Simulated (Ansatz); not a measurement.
# CH₆NPSi: small, medium and large basis sets

How large a basis does CH₆NPSi need? Two functionals are run in growing sets.

Program: Ansatz 0.2.0, Gaussian basis. Level of theory: one geometry, several basis sets. These are calculated values, not measurements.

The runs, in order: PBE0-D4/def2-SVP; ωB97M-V/def2-SVP; PBE0-D4/def2-QZVPP; ωB97M-V/def2-QZVPP; the functionals' def2-TZVPP values are taken from earlier runs.

### Step 1. Structure used throughout

The geometry comes from an earlier relaxation with PBE0-D4 in a triple-zeta def2 set; it is a stationary point, not always the lowest conformer.

SMILES `C[SiH]1NP1`, 10 atoms, charge 0, spin multiplicity 1.

Atoms are counted from 1 here; the program's logs count them from 0.

Bond lengths: C1–Si2 1.855 Å, C1–H5 1.093 Å, C1–H6 1.091 Å, C1–H7 1.092 Å, Si2–N3 1.721 Å, Si2–P4 2.182 Å, Si2–H8 1.484 Å, N3–P4 1.793 Å, N3–H9 1.007 Å, P4–H10 1.429 Å. Angles: Si2–C1–H5 110.4°, Si2–C1–H6 110.0°, Si2–C1–H7 110.8°, H5–C1–H6 108.7°, H5–C1–H7 108.1°, H6–C1–H7 108.8°, C1–Si2–N3 116.7°, C1–Si2–P4 126.4°, C1–Si2–H8 113.1°, N3–Si2–P4 53.1°, N3–Si2–H8 118.1°, P4–Si2–H8 116.2°, Si2–N3–P4 76.8°, Si2–N3–H9 129.8°, P4–N3–H9 117.2°, Si2–P4–N3 50.1°, Si2–P4–H10 98.1°, N3–P4–H10 97.2°.

Geometry (Å):

| atom | x (Å) | y (Å) | z (Å) |
| --- | --- | --- | --- |
| C1 | -1.2343 | 0.4808 | -0.7532 |
| Si2 | 0.1142 | -0.6430 | -0.1547 |
| N3 | 0.7601 | -0.3110 | 1.4053 |
| P4 | 2.1651 | -0.0679 | 0.3188 |
| H5 | -2.2005 | 0.1659 | -0.3496 |
| H6 | -1.0378 | 1.5043 | -0.4303 |
| H7 | -1.2991 | 0.4611 | -1.8436 |
| H8 | -0.0962 | -2.0617 | -0.5375 |
| H9 | 0.8892 | -0.9243 | 2.1940 |
| H10 | 2.0223 | 1.3444 | 0.1535 |

### Step 2. PBE0-D4 in def2-SVP

File in.yaml:

```yaml
crystal:
  periodic: [false, false, false]
  atoms:
    - {symbol: C, position_ang: [-1.234253, 0.480799, -0.753178]}
    - {symbol: Si, position_ang: [0.114211, -0.642961, -0.154690]}
    - {symbol: N, position_ang: [0.760135, -0.310964, 1.405256]}
    - {symbol: P, position_ang: [2.165148, -0.067917, 0.318777]}
    - {symbol: H, position_ang: [-2.200484, 0.165865, -0.349558]}
    - {symbol: H, position_ang: [-1.037764, 1.504347, -0.430343]}
    - {symbol: H, position_ang: [-1.299092, 0.461057, -1.843559]}
    - {symbol: H, position_ang: [-0.096219, -2.061662, -0.537452]}
    - {symbol: H, position_ang: [0.889166, -0.924280, 2.194023]}
    - {symbol: H, position_ang: [2.022251, 1.344417, 0.153523]}
basis:
  gaussian: {orbitals: def2-SVP}
hamiltonian: {xc: pbe0, dispersion: d4}
output: {orbitals: {seedname: orbitals}}
```

The run is started by

```
$ ansatz run in.yaml --threads 2 --pin off --events-out ev --progress --plain --max-ram 4352MiB
```

Further steps of the session: ωB97M-V in def2-SVP; PBE0-D4 in def2-QZVPP; ωB97M-V in def2-QZVPP.

**Question.** What will the summary of the whole plan be? Wanted: PBE0-D4: double and triple zeta above quadruple; ωB97M-V: double and triple zeta above quadruple.

As calculated:

| quantity | value |
| --- | --- |
| PBE0-D4: double and triple zeta above quadruple | 9.95, 0.73 eV |
| ωB97M-V: double and triple zeta above quadruple | 10.06, 0.68 eV |

What this shows: PBE0-D4 gains 9.22 eV from double to triple zeta, then 0.73 eV more. These are total energies; as a rule much of such shifts cancels in differences, which this series doesn't test. The LUMO of ωB97M-V is positive and keeps falling with the basis (2.13 to 1.41 eV): an unbound level that the basis holds in place.
